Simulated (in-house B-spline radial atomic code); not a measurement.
# Excitations of Pd in a hard sphere (PBE0)

Aim: excitation energies and polarisability of Pd as a wall, at which all orbitals vanish, closes in.

Program: in-house B-spline radial atomic code version 1. Level of theory: linear response of a closed shell, each method with its own adiabatic kernel; spin-free one-electron X2C, finite nucleus; B-spline basis; no spin-orbit coupling, no double excitations; only terms of natural parity, (−1)^L, with L up to 3 are computed. These are calculated values, not measurements, unless marked.

### 1 What is computed

```
element       : palladium (Z = 46)
charge        : 0
configuration : [Kr] 4d10
runs          : Wall at 15 bohr; Wall at 10 bohr; Wall at 8 bohr; Wall at 6.5 bohr; Wall at 5.5 bohr; Wall at 4.5 bohr; Wall at 4 bohr; Wall at 3.5 bohr; Wall at 3 bohr; Wall at 2.5 bohr
```

The outer shells:

Pd
```
[Kr] core
4d [↑↓][↑↓][↑↓][↑↓][↑↓]
```

### 2 Wall at 15 bohr

Settings, as recorded:

```ini
Z = 46
electrons = 46.0
configuration = [Kr] 4d10
hamiltonian = x2c
method = pbe0
box_radius = 15
wall_radius = 15
rms_radius = 4.5318
intervals = 70
```

Started as:

```console
$ python run_td.py task.json out
```

One command runs all members of the session, one after another, from task.json.

### 3 Wall at 10 bohr

Settings, as recorded:

```ini
Z = 46
electrons = 46.0
configuration = [Kr] 4d10
hamiltonian = x2c
method = pbe0
box_radius = 10
wall_radius = 10
rms_radius = 4.5318
intervals = 69
```

### 4 Wall at 8 bohr

Settings, as recorded:

```ini
Z = 46
electrons = 46.0
configuration = [Kr] 4d10
hamiltonian = x2c
method = pbe0
box_radius = 8
wall_radius = 8
rms_radius = 4.5318
intervals = 68
```

### 5 Wall at 6.5 bohr

Settings, as recorded:

```ini
Z = 46
electrons = 46.0
configuration = [Kr] 4d10
hamiltonian = x2c
method = pbe0
box_radius = 6.5
wall_radius = 6.5
rms_radius = 4.5318
intervals = 67
```

### 6 Wall at 5.5 bohr

Settings, as recorded:

```ini
Z = 46
electrons = 46.0
configuration = [Kr] 4d10
hamiltonian = x2c
method = pbe0
box_radius = 5.5
wall_radius = 5.5
rms_radius = 4.5318
intervals = 66
```

### 7 Wall at 4.5 bohr

Settings, as recorded:

```ini
Z = 46
electrons = 46.0
configuration = [Kr] 4d10
hamiltonian = x2c
method = pbe0
box_radius = 4.5
wall_radius = 4.5
rms_radius = 4.5318
intervals = 65
```

### 8 Wall at 4 bohr

Settings, as recorded:

```ini
Z = 46
electrons = 46.0
configuration = [Kr] 4d10
hamiltonian = x2c
method = pbe0
box_radius = 4
wall_radius = 4
rms_radius = 4.5318
intervals = 65
```

### 9 Wall at 3.5 bohr

Settings, as recorded:

```ini
Z = 46
electrons = 46.0
configuration = [Kr] 4d10
hamiltonian = x2c
method = pbe0
box_radius = 3.5
wall_radius = 3.5
rms_radius = 4.5318
intervals = 64
```

### 10 Wall at 3 bohr

Settings, as recorded:

```ini
Z = 46
electrons = 46.0
configuration = [Kr] 4d10
hamiltonian = x2c
method = pbe0
box_radius = 3
wall_radius = 3
rms_radius = 4.5318
intervals = 64
```

### 11 Wall at 2.5 bohr

Settings, as recorded:

```ini
Z = 46
electrons = 46.0
configuration = [Kr] 4d10
hamiltonian = x2c
method = pbe0
box_radius = 2.5
wall_radius = 2.5
rms_radius = 4.5318
intervals = 63
```

Q: Predict the outcome of this session. Wanted: for each run, threshold; 4d→5p ¹P; 4d→5p ³P, Tamm-Dancoff; α; C6.

The runs gave:

```tsv
run	threshold (eV)	4d→5p ¹P (eV)	4d→5p ³P, Tamm-Dancoff (eV)	α (bohr³)	C6 (hartree bohr⁶)	time
Wall at 15 bohr	5.408	4.556	4.028	26.93	193.3	1.9 s
Wall at 10 bohr	5.399	4.873	4.193	26.42	190.5	1.7 s
Wall at 8 bohr	5.338	5.426	4.552	24.61	179.1	1.6 s
Wall at 6.5 bohr	5.091	6.437	5.286	21.03	153.8	1.5 s
Wall at 5.5 bohr	4.546	7.841	6.388	17.10	124.2	1.5 s
Wall at 4.5 bohr	3.028	10.808	8.901	12.04	84.92	1.4 s
Wall at 4 bohr	1.386	13.698	11.487	9.324	63.64	1.4 s
Wall at 3.5 bohr	-1.534	18.758	16.187	6.708	43.30	1.3 s
Wall at 3 bohr	-7.022	28.479	25.497	4.428	25.86	1.3 s
Wall at 2.5 bohr	-18.403	49.140	45.246	2.666	13.00	1.2 s
```

**Reading.** From wall at 15 bohr to wall at 2.5 bohr minus the top level (no true threshold: a wall leaves no continuum) goes from 5.41 to -18.40 eV and α from 26.9 to 2.67 bohr³. 4d→5p ¹P moves from 4.56 eV (wall at 15 bohr) to 49.14 eV (wall at 2.5 bohr). 4d→5p ³P moves from 4.03 eV (wall at 15 bohr) to 45.25 eV (wall at 2.5 bohr). A negative threshold means that the top level lies above zero and only the wall holds it. A hard wall is a model of confinement, not a crystal.
